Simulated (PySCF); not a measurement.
# C5H7NSi: the cost of one run

Computed with PySCF 2.14.0, with density-fitted response routines of our own, on a single molecule, in the gas phase or a continuum. Atoms are numbered from 0 throughout.

### Step 1. The molecule as given

14 atoms, charge 0, multiplicity 1; geometry from: GFN2-xTB.

Bonds of the start (Å): Si0–C1 1.89, C1–C2 1.39, C2–C3 1.38, C3–N4 1.32, N4–C5 1.32, C5–C6 1.39, C6–C1 1.39, Si0–H7 1.46, Si0–H8 1.46, Si0–H9 1.46, C2–H10 1.08, C3–H11 1.08, C5–H12 1.08, C6–H13 1.08.

### Step 2. Relaxing the molecule at PBE0-D3(BJ)/def2-SVP

What the job is given:

```
{"job": {"xc": "PBE0", "basis": "def2-SVP", "d3": "d3bj", "grid": 1, "kind": "geom"}, "charge": 0, "multiplicity": 1}
Si     2.271171     0.126233     0.115329
C      0.386633     0.009127     0.018400
C     -0.405123     1.154536     0.055943
C     -1.782417     1.034263    -0.019568
N     -2.406647    -0.126862    -0.127737
C     -1.665391    -1.220997    -0.162186
C     -0.281658    -1.206862    -0.092916
H      2.633805     0.681647     1.421106
H      2.735360     1.013946    -0.952933
H      2.825332    -1.217269    -0.051194
H      0.050662     2.130157     0.142481
H     -2.422363     1.907310     0.007057
H     -2.211784    -2.151897    -0.250277
H      0.271744    -2.133803    -0.125672
```

Run with:

```console
> OMP_NUM_THREADS=1 python probes_run.py task.json out
```

The driver reads the jobs from task.json and runs them one after another.

Q: Estimate the wall time and peak memory of this first job on 1 thread of Arm Neoverse V2, shared host.

About 21 s, with a peak of 0.53 GiB.
